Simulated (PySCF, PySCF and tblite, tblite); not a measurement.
**C₈H₇F: a path driven as a shift of bonds, and NMR exchange**

How fast is a shift of bonds in C₈H₇F (`F[C@@]12[C@H]3C=C[C@@H]1[C@@H]2C=C3`), and when do the exchanging lines merge?

Computed with tblite 0.8.0 (tight binding) and PySCF 2.14.0 (DFT, with response routines of our own); each step states its level. Atoms count from 0 throughout.

## 1. The molecule as given

16 atoms, charge 0, multiplicity 1; geometry from: force field or distance geometry start.

Bonds of the start (Å): C1–C2 1.50, C1–C5 1.49, C1–C6 1.49, C2–C3 1.49, C2–C8 1.50, C2–H9 1.09, C3–C4 1.32, C3–H10 1.09, C4–C5 1.46, C4–H11 1.09, C5–C6 1.48, C5–H12 1.11, C6–C7 1.47, C6–H13 1.12, C7–C8 1.33, C7–H14 1.11, C8–H15 1.08, F0–C1 1.35.

## 2. GFN2-xTB relaxation, start minimum

The job: settings as JSON, then the geometry in Å.

```
{"job": {"xc": "GFN2-xTB", "basis": "xTB", "kind": "relax"}, "charge": 0, "multiplicity": 1}
F      0.134600     2.698000     1.286200
C      0.241100     1.447200     0.789600
C      1.491800     0.630100     0.885900
C      1.791400     0.386100    -0.554400
C      0.726700     0.629700    -1.294800
C     -0.415000     1.078800    -0.499800
C     -0.872000     0.452800     0.756400
C     -0.277000    -0.754500     1.354800
C      1.046000    -0.691900     1.435200
H      2.296800     1.073400     1.464700
H      2.768700     0.030600    -0.882200
H      0.742300     0.503600    -2.380400
H     -1.138700     1.786600    -0.951000
H     -1.823000     0.843700     1.193300
H     -0.900600    -1.608600     1.682000
H      1.688300    -1.454900     1.845000
```

Run with:

```bash
OMP_NUM_THREADS=1 python ens_run.py task.json out
```

One launch serves the whole session.

What it wrote:

```text
step      E/eV     max force
  0    -689.73326    3.051
  1    -689.95590    1.020
  2    -690.01285    0.610
  3    -690.05267    0.802
  4    -690.08083    0.440
  5    -690.10584    0.422
  6    -690.12423    0.462
  7    -690.14349    0.418
  8    -690.15845    0.332
  9    -690.17006    0.262
 10    -690.17843    0.269
 11    -690.18619    0.251
 12    -690.19399    0.215
 13    -690.20053    0.223
 14    -690.20749    0.210
 15    -690.21349    0.176
 16    -690.21770    0.135
 17    -690.22076    0.113
 18    -690.22340    0.119
 19    -690.22532    0.094
 20    -690.22636    0.073
 21    -690.22695    0.059
 22    -690.22750    0.072
 23    -690.22798    0.059
 24    -690.22828    0.041
 25    -690.22843    0.027
 26    -690.22856    0.028
 27    -690.22867    0.033
 28    -690.22873    0.024
 29    -690.22876    0.014
 30    -690.22878    0.013
 31    -690.22879    0.011
 32    -690.22881    0.013
 33    -690.22882    0.009
 34    -690.22882    0.006
 35    -690.22883    0.004
 36    -690.22883    0.003
 37    -690.22883    0.002
```

Wall time 0.17 s (1 thread of Arm Neoverse V2, shared host).

Relaxing gained 0.496 eV and moved the atoms by 0.15 Å on average (rms).

## 3. Relaxed scan, to the middle

The job: settings as JSON, then the geometry in Å.

```
{"job": {"xc": "GFN2-xTB", "basis": "xTB", "coordinate": [["d", [5, 6], 1], ["d", [3, 8], -1]], "kind": "drive"}, "charge": 0, "multiplicity": 1}
F      0.128101     2.752793     1.431319
C      0.226741     1.531848     0.846532
C      1.523208     0.726364     0.933920
C      1.786634     0.339031    -0.501663
C      0.705083     0.540034    -1.257211
C     -0.356522     1.187946    -0.486153
C     -0.865902     0.511759     0.839325
C     -0.267546    -0.750796     1.274318
C      1.055487    -0.631079     1.401630
H      2.341965     1.184117     1.481563
H      2.700853    -0.141490    -0.799756
H      0.592801     0.277235    -2.293758
H     -1.084873     1.812626    -0.979211
H     -1.884514     0.751085     1.101751
H     -0.848798    -1.636251     1.459134
H      1.748685    -1.404448     1.678838
```

What it wrote:

```text
point  coordinate     E/eV
  0     -0.535     -690.19571
  1     -0.375     -690.10765
  2     -0.193     -690.00146
  3      0.002     -689.96036
```

It took 0.29 s on 1 thread of Arm Neoverse V2, shared host.

The highest point is number 3, 5.4 kcal/mol above the first.

## 4. Relaxed scan, from the middle, back

The job: settings as JSON, then the geometry in Å.

```
{"job": {"xc": "GFN2-xTB", "basis": "xTB", "coordinate": [["d", [5, 6], 1], ["d", [3, 8], -1]], "kind": "drive"}, "charge": 0, "multiplicity": 1}
F      0.071618     2.788459     1.421990
C      0.206121     1.561611     0.850055
C      1.525160     0.826571     0.983230
C      1.701621     0.163590    -0.348316
C      0.687856     0.540596    -1.220520
C     -0.269985     1.284592    -0.536738
C     -0.851223     0.516028     0.974998
C     -0.261627    -0.715490     1.248491
C      1.120874    -0.604837     1.161355
H      2.341958     1.277555     1.527527
H      2.619815    -0.308562    -0.649953
H      0.574374     0.178159    -2.225830
H     -1.089477     1.809648    -0.990972
H     -1.892511     0.748245     1.100078
H     -0.800233    -1.640189     1.347704
H      1.813127    -1.377027     1.446901
```

What it wrote:

```text
point  coordinate     E/eV
  0     -0.094     -689.96950
  1     -0.191     -690.00101
  2     -0.285     -690.04986
  3     -0.374     -690.10679
  4     -0.455     -690.15674
  5     -0.534     -690.19561
  6     -0.610     -690.21961
  7     -0.685     -690.22851
```

Run time: 0.46 s. Hardware: 1 thread of Arm Neoverse V2, shared host.

## 5. Relaxed scan, from the middle, on

job is that of step 4.

What it wrote:

```text
point  coordinate     E/eV
  0      0.102     -689.97621
  1      0.197     -690.01404
  2      0.291     -690.06825
  3      0.379     -690.13005
  4      0.460     -690.18454
  5      0.537     -690.22670
  6      0.614     -690.25550
  7      0.688     -690.26826
```

Run time: 0.45 s. Hardware: 1 thread of Arm Neoverse V2, shared host.

## 6. Nudged elastic band, leg 1

The job: settings as JSON, then the geometry in Å.

```
{"job": {"xc": "GFN2-xTB", "basis": "xTB", "kind": "neb"}, "charge": 0, "multiplicity": 1}
F      0.136812     2.755662     1.425685
C      0.230143     1.533759     0.842084
C      1.523810     0.723851     0.927933
C      1.782540     0.333132    -0.507523
C      0.700245     0.537026    -1.261236
C     -0.357203     1.190105    -0.488892
C     -0.866166     0.517635     0.838582
C     -0.271450    -0.746552     1.273729
C      1.052271    -0.631408     1.398242
H      2.345238     1.179649     1.473084
H      2.693980    -0.151807    -0.806629
H      0.584694     0.272713    -2.297055
H     -1.084214     1.816992    -0.981033
H     -1.883251     0.761023     1.103085
H     -0.855216    -1.630032     1.460125
H      1.743260    -1.407099     1.674557
```

What it wrote:

```text
image   E - E0 / eV
  0       0.0000
  1       0.0208
  2       0.1444
  3       0.2690
  4       0.1102
  5      -0.0186
  6      -0.0403
```

Wall time 0.71 s (1 thread of Arm Neoverse V2, shared host).

The highest point is number 3, 6.2 kcal/mol above the first.

## 7. Saddle search, leg 1

The job: settings as JSON, then the geometry in Å.

```
{"job": {"xc": "GFN2-xTB", "basis": "xTB", "kind": "saddle"}, "charge": 0, "multiplicity": 1}
F     -0.383999     2.349339     1.042404
C     -0.258690     1.121590     0.468697
C      1.058057     0.381859     0.599758
C      1.230919    -0.277847    -0.733086
C      0.215636     0.097002    -1.602270
C     -0.737832     0.847960    -0.917647
C     -1.320066     0.078755     0.595521
C     -0.731871    -1.153913     0.871035
C      0.650280    -1.047239     0.786218
H      1.875679     0.834263     1.140022
H      2.146253    -0.753982    -1.035686
H      0.099970    -0.263981    -2.607152
H     -1.555346     1.376107    -1.371409
H     -2.363464     0.308991     0.715995
H     -1.267881    -2.079462     0.976260
H      1.342353    -1.819444     1.071340
```

What it wrote:

```text
step      E/eV     max force
  0    -689.95980   0.0534
  1    -689.96043   0.0024
lowest wavenumbers (cm-1): -427.2 254.7 332.6 344.0 390.2 503.9
```

It took 1.1 s on 1 thread of Arm Neoverse V2, shared host.

Point group Cs; 1 imaginary mode, 427i cm⁻¹, carried by C3, C8, C5, C6. Steps downhill from it reached both ends.

## 8. DFT refinement, start: PBE0-D3(BJ)/def2-SVP

The job: settings as JSON, then the geometry in Å.

```
{"job": {"xc": "PBE0", "basis": "def2-SVP", "kind": "refine"}, "charge": 0, "multiplicity": 1}
F      0.128101     2.752793     1.431319
C      0.226741     1.531848     0.846532
C      1.523208     0.726364     0.933920
C      1.786634     0.339031    -0.501663
C      0.705083     0.540034    -1.257211
C     -0.356522     1.187946    -0.486153
C     -0.865902     0.511759     0.839325
C     -0.267546    -0.750796     1.274318
C      1.055487    -0.631079     1.401630
H      2.341965     1.184117     1.481563
H      2.700853    -0.141490    -0.799756
H      0.592801     0.277235    -2.293758
H     -1.084873     1.812626    -0.979211
H     -1.884514     0.751085     1.101751
H     -0.848798    -1.636251     1.459134
H      1.748685    -1.404448     1.678838
```

What it wrote:

```text
step      E/eV     max force
  0    -11104.31841   0.8528
  1    -11104.42973   0.2174
  2    -11104.43397   0.0626
  3    -11104.43425   0.0165
  4    -11104.43427   0.0024
```

Wall time 72 s (1 thread of Arm Neoverse V2, shared host); peak memory 0.65 GiB.

The energy fell by 0.116 eV, and the atoms moved 0.04 Å (root mean square).

**DFT refinement, saddle of leg 1: PBE0-D3(BJ)/def2-SVP**

The job: settings as JSON, then the geometry in Å.

```
{"job": {"xc": "PBE0", "basis": "def2-SVP", "kind": "refine"}, "charge": 0, "multiplicity": 1}
F     -0.387555     2.351606     1.042089
C     -0.258029     1.123850     0.470104
C      1.058634     0.383882     0.600325
C      1.232063    -0.277197    -0.732053
C      0.216508     0.096948    -1.600710
C     -0.740285     0.843969    -0.914747
C     -1.318561     0.080398     0.593281
C     -0.730435    -1.153409     0.868670
C      0.650531    -1.045065     0.784430
H      1.877420     0.833447     1.141951
H      2.147489    -0.754516    -1.032928
H      0.097104    -0.274387    -2.602180
H     -1.557880     1.372957    -1.368928
H     -2.359431     0.314596     0.721259
H     -1.269345    -2.078678     0.961283
H      1.341772    -1.818402     1.068153
```

What it wrote:

```text
step      E/eV     max force
  0    -11103.87295   0.9974
  1    -11104.19585   0.5088
  2    -11104.25073   0.1306
  3    -11104.25247   0.0693
  4    -11104.25207   0.0861
  5    -11104.25248   0.0323
  6    -11104.25249   0.0121
```

Wall time 1.7 min (1 thread of Arm Neoverse V2, shared host); peak memory 0.65 GiB.

Gain 0.380 eV; displacement 0.13 Å root mean square.

## 9. DFT refinement, end: PBE0-D3(BJ)/def2-SVP

The job: settings as JSON, then the geometry in Å.

```
{"job": {"xc": "PBE0", "basis": "def2-SVP", "kind": "refine"}, "charge": 0, "multiplicity": 1}
F      0.002071     2.744353     1.368563
C      0.130271     1.507764     0.790971
C      1.490044     0.829718     0.968867
C      1.651241     0.038700    -0.294994
C      0.679045     0.549910    -1.259428
C     -0.140377     1.437677    -0.691527
C     -0.874481     0.468163     1.221904
C     -0.291195    -0.731601     1.270127
C      1.145775    -0.628806     1.023034
H      2.284176     1.308892     1.515289
H      2.612226    -0.309804    -0.643220
H      0.648884     0.225042    -2.283919
H     -0.970517     1.950927    -1.139748
H     -1.917654     0.699946     1.329706
H     -0.785068    -1.668631     1.454604
H      1.811054    -1.367601     1.444511
```

What it wrote:

```text
step      E/eV     max force
  0    -11104.47314   0.8341
  1    -11104.57126   0.2421
  2    -11104.57635   0.0705
  3    -11104.57666   0.0110
```

It took 59 s on 1 thread of Arm Neoverse V2, shared host; peak memory 0.65 GiB.

The energy fell by 0.104 eV, and the atoms moved 0.04 Å (root mean square).

## 10. Shieldings, start: PBE0/pcSseg-1

The job: settings as JSON, then the geometry in Å.

```
{"job": {"kind": "nmr", "xc": "PBE0", "basis": "pcSseg-1", "pop": false}, "charge": 0, "multiplicity": 1}
F      0.129544     2.727217     1.419016
C      0.207033     1.516484     0.831043
C      1.518755     0.706252     0.921932
C      1.810165     0.361045    -0.524945
C      0.725753     0.581308    -1.293775
C     -0.343335     1.203594    -0.505149
C     -0.870222     0.504334     0.866019
C     -0.282772    -0.756942     1.331005
C      1.055185    -0.640632     1.440162
H      2.326400     1.199052     1.483363
H      2.726311    -0.142168    -0.840819
H      0.622837     0.289484    -2.340486
H     -1.114959     1.829071    -0.958843
H     -1.901755     0.784940     1.088860
H     -0.854313    -1.670569     1.504122
H      1.746775    -1.441698     1.709075
```

What it wrote:

```text
coarse grid: 14120 points
cycle   1  E = -408.1994686137  dE =  1.735e+00  |g| = 5.020e-01  |ddm| = 3.855e+00
cycle   2  E = -408.1887394206  dE =  1.073e-02  |g| = 6.039e-01  |ddm| = 9.514e-01
cycle   3  E = -408.2515374177  dE = -6.280e-02  |g| = 6.220e-02  |ddm| = 5.086e-01
cycle   4  E = -408.2520385701  dE = -5.012e-04  |g| = 3.360e-02  |ddm| = 8.753e-02
cycle   5  E = -408.2522755310  dE = -2.370e-04  |g| = 5.925e-03  |ddm| = 4.339e-02
cycle   6  E = -408.2522824429  dE = -6.912e-06  |g| = 1.867e-03  |ddm| = 9.914e-03
final grid: 138872 points
cycle   7  E = -408.3125258039  dE = -3.866e-05  |g| = 8.648e-03  |ddm| = 5.083e-02
cycle   8  E = -408.3125060465  dE =  1.976e-05  |g| = 1.295e-02  |ddm| = 2.385e-02
cycle   9  E = -408.3125439134  dE = -3.787e-05  |g| = 1.726e-03  |ddm| = 1.360e-02
cycle  10  E = -408.3125445965  dE = -6.830e-07  |g| = 4.670e-04  |ddm| = 1.885e-03
cycle  11  E = -408.3125446460  dE = -4.956e-08  |g| = 1.836e-04  |ddm| = 5.981e-04
cycle  12  E = -408.3125446521  dE = -6.033e-09  |g| = 2.704e-05  |ddm| = 1.580e-04
cycle  13  E = -408.3125446522  dE = -1.390e-10  |g| = 4.798e-06  |ddm| = 3.297e-05
converged SCF energy = -408.3125446522

GIAO shielding tensors (ppm)
atom      isotropic    diamagn.    paramagn.     s11        s22        s33       span
  0 F      363.407     469.381    -105.974    299.602    340.853    449.766    150.164
  1 C       72.941     247.136    -174.195     46.360     60.931    111.532     65.172
  2 C      124.389     254.581    -130.192    114.807    117.233    141.128     26.320
  3 C       47.304     253.746    -206.443    -40.187     35.085    147.013    187.200
  4 C       58.078     247.710    -189.633    -32.420     56.941    149.711    182.131
  5 C      133.653     248.276    -114.623    103.919    136.850    160.189     56.271
  6 C      133.670     248.115    -114.445    103.928    136.845    160.236     56.308
  7 C       58.076     247.691    -189.615    -32.437     56.942    149.724    182.161
  8 C       47.287     253.697    -206.410    -40.207     35.055    147.012    187.218
  9 H       27.988      31.509      -3.520     23.787     25.123     35.054     11.267
 10 H       25.369      30.556      -5.186     22.209     25.897     28.002      5.794
 11 H       26.135      29.167      -3.031     22.801     25.740     29.864      7.063
 12 H       27.869      29.994      -2.124     22.161     26.683     34.765     12.604
 13 H       27.871      29.979      -2.109     22.161     26.684     34.766     12.605
 14 H       26.135      29.195      -3.060     22.801     25.740     29.864      7.063
 15 H       25.369      30.583      -5.214     22.208     25.896     28.002      5.794
```

Wall time 20 s (1 thread of Arm Neoverse V2, shared host); peak memory 0.87 GiB.

This run: HOMO -6.92 eV, LUMO -0.12 eV; dipole 1.63 D.

## 11. Shieldings, saddle of leg 1: PBE0/pcSseg-1

The job: settings as JSON, then the geometry in Å.

```
{"job": {"kind": "nmr", "xc": "PBE0", "basis": "pcSseg-1", "pop": false}, "charge": 0, "multiplicity": 1}
F     -0.362215     2.289718     1.021098
C     -0.307039     1.066718     0.422422
C      1.034308     0.298589     0.547735
C      1.303580    -0.181121    -0.841180
C      0.273016     0.180912    -1.688880
C     -0.686327     0.932281    -0.999987
C     -1.346874     0.059873     0.722409
C     -0.757073    -1.179417     0.997582
C      0.620961    -1.082513     0.939314
H      1.827842     0.810037     1.110853
H      2.200119    -0.735989    -1.119046
H      0.175851    -0.146792    -2.725113
H     -1.586797     1.383832    -1.416553
H     -2.411210     0.295132     0.733119
H     -1.309471    -2.108164     1.148820
H      1.331329    -1.883094     1.147406
```

What it wrote:

```text
coarse grid: 14120 points
cycle   1  E = -408.1921182148  dE =  1.669e+00  |g| = 5.158e-01  |ddm| = 3.781e+00
cycle   2  E = -408.1763295169  dE =  1.579e-02  |g| = 6.461e-01  |ddm| = 1.026e+00
cycle   3  E = -408.2458109341  dE = -6.948e-02  |g| = 7.063e-02  |ddm| = 5.658e-01
cycle   4  E = -408.2465203711  dE = -7.094e-04  |g| = 3.846e-02  |ddm| = 1.000e-01
cycle   5  E = -408.2468346509  dE = -3.143e-04  |g| = 1.180e-02  |ddm| = 4.957e-02
cycle   6  E = -408.2468652389  dE = -3.059e-05  |g| = 5.044e-03  |ddm| = 1.746e-02
cycle   7  E = -408.2468718030  dE = -6.564e-06  |g| = 5.841e-04  |ddm| = 6.235e-03
final grid: 138872 points
cycle   8  E = -408.3075745535  dE = -3.958e-05  |g| = 8.584e-03  |ddm| = 4.978e-02
cycle   9  E = -408.3075618734  dE =  1.268e-05  |g| = 1.188e-02  |ddm| = 2.180e-02
cycle  10  E = -408.3075926131  dE = -3.074e-05  |g| = 1.271e-03  |ddm| = 1.285e-02
cycle  11  E = -408.3075928983  dE = -2.852e-07  |g| = 3.240e-04  |ddm| = 1.365e-03
cycle  12  E = -408.3075929156  dE = -1.729e-08  |g| = 1.732e-04  |ddm| = 5.044e-04
cycle  13  E = -408.3075929230  dE = -7.432e-09  |g| = 4.123e-05  |ddm| = 1.999e-04
cycle  14  E = -408.3075929234  dE = -3.976e-10  |g| = 6.861e-06  |ddm| = 5.623e-05
converged SCF energy = -408.3075929234

GIAO shielding tensors (ppm)
atom      isotropic    diamagn.    paramagn.     s11        s22        s33       span
  0 F      350.906     471.578    -120.672    301.773    368.531    382.415     80.642
  1 C       72.762     238.068    -165.305     49.904     58.416    109.967     60.063
  2 C      125.393     248.677    -123.284    116.584    117.040    142.555     25.971
  3 C       80.787     253.876    -173.090     19.452     70.757    152.150    132.698
  4 C       63.801     249.159    -185.359     -2.736     38.168    155.970    158.706
  5 C       90.354     256.064    -165.710     35.526     89.962    145.573    110.047
  6 C       90.387     256.069    -165.682     35.577     90.001    145.584    110.006
  7 C       63.801     249.155    -185.355     -2.736     38.166    155.972    158.708
  8 C       80.760     253.874    -173.114     19.412     70.703    152.165    132.754
  9 H       28.554      30.515      -1.961     23.047     24.437     38.178     15.131
 10 H       25.946      30.796      -4.849     19.955     26.196     31.688     11.733
 11 H       26.205      29.257      -3.052     21.585     25.944     31.086      9.501
 12 H       25.893      31.181      -5.288     20.090     26.821     30.768     10.678
 13 H       25.894      31.182      -5.287     20.090     26.823     30.770     10.680
 14 H       26.205      29.257      -3.053     21.585     25.944     31.085      9.501
 15 H       25.946      30.796      -4.850     19.957     26.195     31.686     11.730
```

It took 26 s on 1 thread of Arm Neoverse V2, shared host; peak memory 0.87 GiB.

In short: HOMO -6.18 eV, LUMO -0.69 eV; dipole 2.06 D.

Orbitals, density, ELF and potential are computed afterwards from the orbital file.

Frontier orbitals at PBE0/pcSseg-1, with the share of their density that lies nearest to each atom:

| orbital | energy (eV) | lies on |
| --- | --- | --- |
| HOMO | -6.18 | 4 C atoms about 18 % each |
| LUMO | -0.69 | 4 C atoms about 19 % each |

ELF in a plane through or near 8 of the atoms.

Ten even steps from '0' (0.00) to '9' (1.00):
```
0000000000000000000000000000
0000000000000000000000000000
0000000000000000000000000000
0000000000001111000000000000
0000000000123443210000000000
0000025642256666523578410000
0000389997578668857999950000
0000599997228658436999970000
0000279985315325225899720000
0000000113553003443100000000
0000000123553002443210000000
0000279985125325115899730000
0000599998228558317999970000
0000389997578668857999950000
0000026642246666523577400000
0000000000123443210000000000
0000000000001111000000000000
0000000000000000000000000000
0000000000000000000000000000
0000000000000000000000000000
```
The map spans 9.6 Å across and 9.8 Å up, centred on the molecule. Atoms in the plane (x, y in Å): C3 (1.2, 1.1), C5 (-1.1, 1.0), C6 (-1.1, -1.0), C8 (1.2, -1.1), H10 (2.2, 1.3), H12 (-2.2, 1.3), H13 (-2.2, -1.3), H15 (2.2, -1.3).

log10 of the density (e/Å³) in the same plane.

Ten even steps from '0' (-4.0) to '9' (1.0):
```
0000000000000000000000000000
0000000000000010000000000000
0000000001122222211000000000
0000001122334444333221000000
0000112334445555544333210000
0001234555666776666555431000
0002346677777887777776532100
0012456788988888998887542100
0012346778988778898776542100
0001335567777667777655331000
0001335567777667777655331000
0012356778998778898776542100
0012456788988888898887542100
0002346677777887777776532100
0001234555666776665555431000
0000112334445555544333210000
0000001122334444333221000000
0000000001122222211000000000
0000000000000110000000000000
0000000000000000000000000000
```
The map spans 9.6 Å across and 9.8 Å up, centred on the molecule. Atoms in the plane (x, y in Å): C3 (1.2, 1.1), C5 (-1.1, 1.0), C6 (-1.1, -1.0), C8 (1.2, -1.1), H10 (2.2, 1.3), H12 (-2.2, 1.3), H13 (-2.2, -1.3), H15 (2.2, -1.3).

On the surface of density 0.002 e/bohr³ the electrostatic potential runs, from the 1st to the 99th percentile, from -1.08 V near F0 to 1.01 V near H15.

[end of part 1 of 2]
